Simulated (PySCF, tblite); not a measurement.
# C6H15NSi: geometry, infrared bands, NMR shifts and electronic excitations

What infrared bands, NMR shifts and electronic excitations should C6H15NSi (`NC[C@@H]1CCC[SiH2]C1`) show?

Programs: tblite 0.8.0 and PySCF 2.14.0, with density-fitted response routines of our own. Each step states its level of theory. These are calculated values for one molecule in the gas phase, unless marked as measured. Atoms are numbered from 0 throughout.

**1. The starting structure**

23 atoms, charge 0, multiplicity 1; geometry from: force field or distance geometry start.

Bonds of the start (Å): N0–C1 1.47, C1–C2 1.53, C2–C3 1.45, C3–C4 1.46, C4–C5 1.49, C5–Si6 1.88, Si6–C7 1.86, C7–C2 1.48, N0–H8 1.07, N0–H9 1.06, C1–H10 1.11, C1–H11 1.10, C2–H12 1.11, C3–H13 1.12, C3–H14 1.14, C4–H15 1.12, C4–H16 1.12, C5–H17 1.12, C5–H18 1.10, Si6–H19 1.47, Si6–H20 1.47, C7–H21 1.13, C7–H22 1.10.

**2. Geometry optimisation with GFN2-xTB**

What the job is given:

```
{"job": {"kind": "relax", "xc": "GFN2-xTB", "basis": "xTB"}, "charge": 0, "multiplicity": 1}
N     -2.266300     0.683200     0.603700
C     -2.042900    -0.306800    -0.461500
C     -0.536600    -0.510600    -0.659400
C     -0.014500    -0.963800     0.615700
C      1.415500    -0.970200     0.922000
C      2.315400    -0.017800     0.222500
Si     1.317200     1.497400    -0.262700
C     -0.025900     0.727000    -1.286800
H     -2.512100     0.158100     1.499000
H     -3.157300     1.204600     0.375900
H     -2.454000    -1.256200    -0.069000
H     -2.562900    -0.006500    -1.382700
H     -0.483600    -1.332000    -1.406900
H     -0.373200    -2.015500     0.754000
H     -0.537900    -0.381900     1.441300
H      1.845600    -2.002900     0.804400
H      1.539400    -0.763600     2.015500
H      3.175300     0.334500     0.851300
H      2.798100    -0.449200    -0.671600
H      2.111300     2.473900    -1.016400
H      0.744500     2.048800     0.972400
H      0.485600     0.419800    -2.246100
H     -0.785700     1.456600    -1.604700
```

On the command line:

```bash
OMP_NUM_THREADS=1 python probes_run.py task.json out
```

One launch serves the whole session: the jobs run in the order shown.

The log of the run:

```text
step      E/eV     max force
  0    -682.73817    3.578
  1    -683.26858    0.835
  2    -683.32662    0.643
  3    -683.37509    0.521
  4    -683.40761    0.462
  5    -683.43927    0.376
  6    -683.45706    0.282
  7    -683.46918    0.245
  8    -683.47919    0.209
  9    -683.48934    0.196
 10    -683.49848    0.215
 11    -683.50642    0.202
 12    -683.51486    0.205
 13    -683.52535    0.241
 14    -683.53663    0.229
 15    -683.54704    0.242
 16    -683.55657    0.231
 17    -683.56619    0.182
 18    -683.57731    0.206
 19    -683.58934    0.225
 20    -683.60035    0.239
 21    -683.61105    0.236
 22    -683.62272    0.295
 23    -683.63435    0.247
 24    -683.64549    0.312
 25    -683.65635    0.305
 26    -683.66651    0.203
 27    -683.67499    0.210
 28    -683.68184    0.189
 29    -683.68807    0.172
 30    -683.69390    0.175
 31    -683.69826    0.211
 32    -683.70344    0.179
 33    -683.70818    0.164
 34    -683.71401    0.136
 35    -683.71828    0.186
 36    -683.72420    0.206
 37    -683.72999    0.171
 38    -683.73585    0.184
 39    -683.74082    0.157
 40    -683.74508    0.159
 41    -683.74824    0.142
 42    -683.75043    0.158
 43    -683.75247    0.123
 44    -683.75461    0.128
 45    -683.75696    0.135
 46    -683.75930    0.113
 47    -683.76207    0.143
 48    -683.76482    0.125
 49    -683.76869    0.145
 50    -683.77246    0.155
 51    -683.77628    0.138
 52    -683.77979    0.210
 53    -683.78298    0.112
 54    -683.78597    0.183
 55    -683.78923    0.130
 56    -683.79306    0.094
 57    -683.79507    0.128
 58    -683.79701    0.106
 59    -683.79859    0.124
 60    -683.80016    0.084
 61    -683.80224    0.115
 62    -683.80406    0.134
 63    -683.80543    0.113
 64    -683.80662    0.071
 65    -683.80739    0.056
 66    -683.80800    0.064
 67    -683.80862    0.068
 68    -683.80934    0.063
 69    -683.81007    0.060
 70    -683.81071    0.062
 71    -683.81125    0.057
 72    -683.81175    0.062
 73    -683.81238    0.055
 74    -683.81336    0.099
 75    -683.81479    0.131
 76    -683.81646    0.119
 77    -683.81811    0.095
 78    -683.81954    0.086
 79    -683.82083    0.093
 80    -683.82192    0.107
 81    -683.82312    0.096
 82    -683.82455    0.081
 83    -683.82605    0.084
 84    -683.82768    0.130
 85    -683.82936    0.133
 86    -683.83078    0.086
 87    -683.83217    0.089
 88    -683.83360    0.078
 89    -683.83546    0.113
 90    -683.83737    0.103
 91    -683.83923    0.113
 92    -683.84157    0.114
 93    -683.84485    0.124
 94    -683.84641    0.095
 95    -683.84820    0.070
 96    -683.84964    0.091
 97    -683.85030    0.222
 98    -683.85311    0.111
 99    -683.85514    0.089
100    -683.85711    0.103
101    -683.85874    0.093
102    -683.86043    0.110
103    -683.86232    0.086
104    -683.85891    0.353
105    -683.86685    0.140
106    -683.86952    0.093
107    -683.87356    0.268
108    -683.87719    0.122
109    -683.87969    0.123
110    -683.88661    0.273
111    -683.89286    0.152
112    -683.89781    0.168
113    -683.90302    0.176
114    -683.90713    0.168
115    -683.91177    0.213
116    -683.91724    0.238
117    -683.92277    0.201
118    -683.93186    0.193
119    -683.93663    0.183
120    -683.94367    0.161
121    -683.94762    0.196
122    -683.95176    0.150
123    -683.95590    0.112
124    -683.95955    0.107
125    -683.96344    0.110
126    -683.96599    0.090
127    -683.96809    0.117
128    -683.97035    0.124
129    -683.97388    0.113
130    -683.97684    0.109
131    -683.98109    0.108
132    -683.98484    0.114
133    -683.98814    0.108
134    -683.99114    0.110
135    -683.99456    0.154
136    -683.99821    0.174
137    -684.00192    0.126
138    -684.00521    0.098
139    -684.00758    0.081
140    -684.00990    0.107
141    -684.01193    0.089
142    -684.01337    0.097
143    -684.01458    0.101
144    -684.01588    0.090
145    -684.01710    0.084
146    -684.01819    0.076
147    -684.01914    0.055
148    -684.02008    0.053
149    -684.02083    0.057
150    -684.02167    0.050
151    -684.02222    0.040
152    -684.02260    0.034
153    -684.02290    0.029
154    -684.02313    0.030
155    -684.02329    0.027
156    -684.02341    0.024
157    -684.02352    0.022
158    -684.02362    0.019
159    -684.02369    0.015
160    -684.02373    0.013
161    -684.02376    0.011
162    -684.02379    0.011
163    -684.02382    0.012
164    -684.02385    0.009
```

It took 2.5 s on 1 thread of Arm Neoverse N1, shared host; peak memory 0.18 GiB.

Step by step: (not every step is listed)

| step | energy from step 0 (eV) | largest force (eV/Å) |
| --- | --- | --- |
| 0 | 0.0000 | 3.5781 |
| 1 | -0.5304 | 0.8346 |
| 2 | -0.5885 | 0.6426 |
| 3 | -0.6369 | 0.5213 |
| 4 | -0.6694 | 0.4619 |
| 5 | -0.7011 | 0.3760 |
| 6 | -0.7189 | 0.2818 |
| 7 | -0.7310 | 0.2450 |
| 8 | -0.7410 | 0.2091 |
| 23 | -0.8962 | 0.2471 |
| 38 | -0.9977 | 0.1843 |
| 53 | -1.0448 | 0.1122 |
| 68 | -1.0712 | 0.0633 |
| 83 | -1.0879 | 0.0837 |
| 98 | -1.1149 | 0.1108 |
| 113 | -1.1649 | 0.1760 |
| 128 | -1.2322 | 0.1243 |
| 143 | -1.2764 | 0.1012 |
| 158 | -1.2855 | 0.0187 |
| 159 | -1.2855 | 0.0149 |
| 160 | -1.2856 | 0.0135 |
| 161 | -1.2856 | 0.0112 |
| 162 | -1.2856 | 0.0112 |
| 163 | -1.2857 | 0.0121 |
| 164 | -1.2857 | 0.0094 |

Close pairs (by a distance rule), those that changed most:

| bond | before (Å) | after (Å) | change (Å) |
| --- | --- | --- | --- |
| C2–C3 | 1.450 | 1.532 | +0.081 |
| C3–C4 | 1.462 | 1.528 | +0.065 |
| N0–H8 | 1.067 | 1.014 | -0.052 |
| C2–C7 | 1.479 | 1.529 | +0.050 |
| C3–H14 | 1.138 | 1.092 | -0.045 |
| N0–H9 | 1.057 | 1.014 | -0.043 |
| C4–C5 | 1.485 | 1.527 | +0.042 |
| Si6–C7 | 1.856 | 1.897 | +0.040 |

The next job starts from the end point, and lists it.

**3. Harmonic vibrations with GFN2-xTB**

What the job is given:

```
{"job": {"kind": "ir", "xc": "GFN2-xTB", "basis": "xTB"}, "charge": 0, "multiplicity": 1}
N     -2.727959     0.427133     0.402923
C     -2.119311    -0.430087    -0.602667
C     -0.585782    -0.335303    -0.564108
C     -0.033762    -0.879218     0.757157
C      1.475435    -1.115220     0.734091
C      2.267534     0.190133     0.718975
Si     1.746444     1.264375    -0.758712
C     -0.142888     1.107093    -0.808888
H     -2.527205     0.073084     1.331972
H     -3.735290     0.439188     0.290001
H     -2.414872    -1.490405    -0.502287
H     -2.468179    -0.081997    -1.579609
H     -0.208115    -0.968776    -1.376030
H     -0.531381    -1.828094     0.981079
H     -0.266180    -0.178453     1.562016
H      1.732409    -1.710460    -0.146077
H      1.754447    -1.700973     1.615899
H      2.084632     0.722732     1.654087
H      3.334517    -0.034274     0.693965
H      2.338406     0.723008    -1.992178
H      2.170432     2.657271    -0.579688
H     -0.535455     1.440510    -1.770318
H     -0.612630     1.735718    -0.051525
```

The log of the run:

```text
mode    cm-1     km/mol
  1      95.1      1.97
  2     104.8      1.99
  3     130.9      0.11
  4     222.9     15.59
  5     248.9     24.06
  6     279.7     16.85
  7     309.2      2.93
  8     332.8      8.32
  9     365.0      1.24
 10     441.2     16.21
 11     503.5     55.05
 12     554.3      2.69
 13     580.1      6.11
 14     651.9    130.04
 15     697.4     12.88
 16     767.9     13.58
 17     774.4    112.96
 18     795.6    193.28
 19     815.4    205.98
 20     853.5     16.16
 21     892.1     70.17
 22     905.3      6.40
 23     962.9     14.57
 24     984.8     25.11
 25     999.0     47.26
 26    1016.7      9.99
 27    1065.2      3.64
 28    1087.1      2.13
 29    1126.6      7.31
 30    1139.6      6.40
 31    1148.9      1.92
 32    1195.4      0.87
 33    1209.8     24.77
 34    1233.5     22.08
 35    1257.5      1.39
 36    1278.3      5.87
 37    1303.4      2.39
 38    1310.3      1.10
 39    1345.4      9.06
 40    1354.4      7.92
 41    1362.7      6.63
 42    1372.4     15.81
 43    1478.3      1.02
 44    1483.0      1.93
 45    1490.3      0.31
 46    1493.5      2.17
 47    1505.6      0.32
 48    1566.7     35.11
 49    2194.2    359.37
 50    2229.5    356.04
 51    2796.1    125.73
 52    2909.7     46.58
 53    2934.1     46.92
 54    2945.1     77.18
 55    2954.4     46.18
 56    2963.3     21.78
 57    2970.4     35.62
 58    2976.5     40.44
 59    2981.6    129.19
 60    2988.2     50.50
 61    2996.3     29.79
 62    3394.5     11.04
 63    3423.5     11.52
```

Run time: 1.7 s. Hardware: 1 thread of Arm Neoverse N1, shared host; peak memory 0.18 GiB.

Which atoms move in the most intense modes:

| cm⁻¹ | km/mol | atoms |
| --- | --- | --- |
| 652 | 130.0 | H19 43 %, H20 31 % |
| 774 | 113.0 | H19 42 %, H20 25 % |
| 796 | 193.3 | H20 19 %, H22 11 %, C7 10 %, H21 10 % |
| 815 | 206.0 | Si6 29 %, C7 23 %, C5 11 % |
| 2194 | 359.4 | H19 96 % |
| 2230 | 356.0 | H20 96 % |
| 2796 | 125.7 | H10 93 % |
| 2982 | 129.2 | H21 48 %, H14 21 % |

**4. Geometry optimisation at PBE0-D3(BJ)/def2-SVP**

What the job is given:

```
{"job": {"xc": "PBE0", "basis": "def2-SVP", "d3": "d3bj", "grid": 1, "shake": 0.01, "kind": "geom"}, "charge": 0, "multiplicity": 1}
N     -2.707550     0.401580     0.407100
C     -2.124990    -0.434610    -0.604820
C     -0.605980    -0.337620    -0.572760
C     -0.000530    -0.876960     0.753630
C      1.472620    -1.121900     0.723540
C      2.263630     0.194950     0.716590
Si     1.756020     1.262380    -0.758470
C     -0.127430     1.112540    -0.813940
H     -2.529030     0.078490     1.351320
H     -3.737990     0.436750     0.300020
H     -2.423740    -1.493320    -0.493460
H     -2.462380    -0.081080    -1.572910
H     -0.236400    -0.958560    -1.385630
H     -0.548070    -1.825330     0.988080
H     -0.270630    -0.189220     1.562280
H      1.731880    -1.696400    -0.138600
H      1.756390    -1.689860     1.613840
H      2.075370     0.728570     1.659910
H      3.332370    -0.042100     0.696260
H      2.313470     0.729910    -1.987260
H      2.154040     2.657880    -0.589330
H     -0.527880     1.420170    -1.779460
H     -0.605530     1.747280    -0.073110
```

The log of the run:

```text
step   0  E = -581.16204555  max force = 0.035177
step   1  E = -581.16876007  max force = 0.005059
step   2  E = -581.16919210  max force = 0.002581
step   3  E = -581.16931977  max force = 0.001229
step   4  E = -581.16937025  max force = 0.000620
step   5  E = -581.16941865  max force = 0.000913
step   6  E = -581.16945060  max force = 0.000888
step   7  E = -581.16946716  max force = 0.000500
step   8  E = -581.16947009  max force = 0.000195
optimisation converged
```

Wall time 5 min (1 thread of Arm Neoverse N1, shared host); peak memory 0.81 GiB.

Relaxation path:

| step | energy from step 0 (eV) | largest force component (eV/Å) |
| --- | --- | --- |
| 0 | 0.0000 | 1.8089 |
| 1 | -0.1827 | 0.2601 |
| 2 | -0.1945 | 0.1327 |
| 3 | -0.1979 | 0.0632 |
| 4 | -0.1993 | 0.0319 |
| 5 | -0.2006 | 0.0469 |
| 6 | -0.2015 | 0.0457 |
| 7 | -0.2020 | 0.0257 |
| 8 | -0.2020 | 0.0100 |

Distances of close pairs at the start and the end, largest changes first:

| bond | before (Å) | after (Å) | change (Å) |
| --- | --- | --- | --- |
| Si6–H19 | 1.451 | 1.501 | +0.051 |
| C4–H15 | 1.068 | 1.106 | +0.038 |
| Si6–H20 | 1.461 | 1.498 | +0.037 |
| C3–C4 | 1.494 | 1.529 | +0.035 |
| C2–C3 | 1.555 | 1.534 | -0.020 |
| N0–H9 | 1.037 | 1.016 | -0.020 |
| C2–H12 | 1.088 | 1.107 | +0.020 |
| C1–H11 | 1.084 | 1.103 | +0.018 |

The end geometry stands in the next job.

| at the end point | value |
| --- | --- |
| point group (found at 0.08 Å tolerance) | C1 |
| rotational constants (GHz, main isotopes) | 2.769, 1.134, 0.919 |
| dipole moment (D) | 2.15 |

(Part 1 of 2 ends here.)
